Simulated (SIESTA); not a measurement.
Zr in SIESTA: the effect of Hubbard term

Zr, a slab with vacuum:

```
Zr
1.0
     3.23200    0.00000    0.00000
    -1.61600    2.79899    0.00000
     0.00000    0.00000   25.29400
Zr
5
Direct
  0.33333 0.66667 0.29651
  0.66667 0.33333 0.39826
  0.33333 0.66667 0.50000
  0.66667 0.33333 0.60174
  0.33333 0.66667 0.70349
```

The slab is cut from a database's or a generator's crystal, which needn't be the stable form of the element.

Alike in all runs:

| Item | Value |
| --- | --- |
| Program | SIESTA 5.4.2 |
| Task | single point |
| Functional | PBE |
| Potentials or basis | PseudoDojo 0.4 standard (PBE files) |
| Basis | DZP (energy shift 0.003 Ry; two zetas on semicore shells) |
| Grid cutoff | 800 Ry |
| Energy shift | 0.003 Ry |
| k mesh | 9 × 9 × 1 |
| Occupations | fermi-dirac, width 0.05 eV |
| Spin | no spin polarisation |
| dipole correction | yes |
| Hubbard projector method | 1 |
| U from the first cycle | yes |

| Hubbard term | largest force (eV/Å) |
| --- | --- |
| none | 0.61 |
| Zr d U = 2 eV | ? |
| Zr d U = 4 eV | 0.63 |

**Question.** What does the run with Hubbard term Zr d U = 2 eV give?

**Answer.** Largest force 0.54 eV/Å.

Caveats: U without spin polarisation on a metal has little footing (some runs); the U is typed as a test and isn't derived for this compound (some runs).
